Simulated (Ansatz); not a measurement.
# The Ta atom: HSE06 and PBE0 against PBE

Aim: see what exact exchange does to the levels and moments, and what it costs. PBE is run first for comparison.

Program: Ansatz 0.2.0. Level of theory: DFT, plane waves (420 eV) with PBE-made PAW files, scalar-relativistic; functionals as named at each step. These are calculated values, not measurements.

### Step 1. The system as given

The box measures 14.0 × 14.4 × 14.8 Å; its three sides differ, so that it imposes no cubic symmetry.

Coordinates:

```xyz
1
Lattice="14.0000 0.0000 0.0000 0.0000 14.4000 0.0000 0.0000 0.0000 14.8000" Properties=species:S:1:pos:R:3 pbc="T T T"
Ta    7.0000    7.2000    7.4000
```

### Step 2. PBE single point

The run with PBE.

input.yaml reads:

```yaml
crystal:
  lattice:
    - [14.0, 0.0, 0.0]
    - [0.0, 14.4, 0.0]
    - [0.0, 0.0, 14.8]
  atoms:
    - { symbol: Ta, position: [0.5, 0.5, 0.5], spin: 3.0 }
  symmetry: { detect: false, time_reversal: true }
hamiltonian:
  xc: pbe
  pseudopotentials:
    kind: paw
    azcp:
      Ta: "pseudopotentials/Ta.paw.azcp"
basis:
  ecutwfc: 420
  fft_grid_basis: typed
kpoints:
  mp_grid: { grid: [1, 1, 1], shift: [0, 0, 0] }
magnetization:
  spin_polarized: true
scf:
  occupations: { method: fermi_dirac, width: 0.01 }
```

Launch:

```console
$ ansatz run input.yaml --threads 4 --pin off --max-ram 10240MiB --backend cpu --events-out ev --progress --plain --runs-dir out
```

### Step 3. HSE06

The run with HSE06.

Changes to input.yaml since step 2:

```diff
@@ -9,3 +9,3 @@
 hamiltonian:
-  xc: pbe
+  xc: hse06
   pseudopotentials:
```

### Step 4. PBE0

The run with PBE0.

Changes to input.yaml since step 3:

```diff
@@ -9,3 +9,3 @@
 hamiltonian:
-  xc: hse06
+  xc: pbe0
   pseudopotentials:
```

(Steps that only read results are left out.)

**Question.** What will these runs give? Wanted: PBE: gap; PBE: magnetic state; HSE06: gap; HSE06: magnetic state; PBE0: gap; PBE0: magnetic state; HSE06: above the element's usual form.

As calculated:

| quantity | value |
| --- | --- |
| PBE: gap | 0.62 eV |
| PBE: magnetic state | total moment 3.00 μB |
| HSE06: gap | 2.11 eV |
| HSE06: magnetic state | total moment 3.00 μB |
| HSE06: SCF cycles, exchange loops | 36, 2 |
| HSE06: CPU time over that of PBE | 0.72 |
| PBE0: gap | 2.90 eV |
| PBE0: magnetic state | total moment 3.00 μB |
| PBE0: SCF cycles, exchange loops | 36, 2 |
| PBE0: CPU time over that of PBE | 0.69 |
| HSE06: above the element's usual form (bcc) | 7.61 eV/atom |

What this shows: The gap goes from 0.62 eV under PBE to 2.11 eV under HSE06. HSE06 took less CPU time than PBE here, which is no rule: the PBE run spent more cycles, searches or output. PBE0 gives a gap of 2.90 eV. HSE06 needed 2 outer loops of the exchange operator. The atom lies 7.61 eV above the element's usual form under HSE06 (from a run of its own). Absolute energies differ from functional to functional, by eV per atom at times, and say nothing by themselves.
